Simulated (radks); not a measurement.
**I²⁺ in [Kr] 4d10 5s1.75 5p3 6s0.25: an all-electron calculation**

One table from this session's results is given with a row withheld; the runs are named, their logs left out.

The numbers are computed with radks (a radial shooting solver on a logarithmic mesh, Libxc functionals) version 1 (scalar-relativistic Kohn-Sham, LDA (Slater exchange, Perdew-Wang correlation), spin-unpolarised, spherical densities, point nucleus), except any that are marked as measured or tabulated.

**What is computed**

```
element       : iodine (Z = 53)
charge        : +2
electrons     : 51
configuration : [Kr] 4d10 5s1.75 5p3 6s0.25
```

Set-up of the first run:

Input:

```text
Z 53
configuration [Kr] 4d10 5s1.75 5p3 6s0.25
relativity scalar-relativistic
functional lda,pw
spin unpolarised
nucleus point
c 137.035999084
```

One table of the session follows, with a row left open; its other results are not shown here.

It belongs to the step «Orbitals and density». From the orbitals of this run (lengths in bohr):

| level | <r> | outermost maximum (interpolated) | 90 % within | nodes |
| --- | --- | --- | --- | --- |
| 1s | 0.02725 | 0.0176 | 0.0490 | 0 |
| 2s | 0.1173 | 0.0992 | 0.181 | 1 |
| 2p | 0.1025 | 0.0795 | 0.167 | 0 |
| 3s | 0.3146 | 0.286 | 0.462 | 2 |
| 3p | 0.3125 | 0.280 | 0.469 | 1 |
| 3d | 0.2888 | 0.232 | 0.454 | 0 |
| 4s | ? | ? | ? | ? |
| 4p | 0.7917 | 0.715 | 1.16 | 2 |
| 4d | 0.9184 | 0.777 | 1.40 | 1 |
| 5s | 1.859 | 1.66 | 2.68 | 4 |
| 5p | 2.183 | 1.91 | 3.18 | 3 |
| 6s | 4.297 | 4.00 | 6.09 | 5 |

Estimate the missing values for 4s.

As computed: <r>: 0.7398; outermost maximum (interpolated): 0.680; 90 % within: 1.07; nodes: 3. In the column «<r>» it lies between 3s (0.3146) and 4p (0.7917).
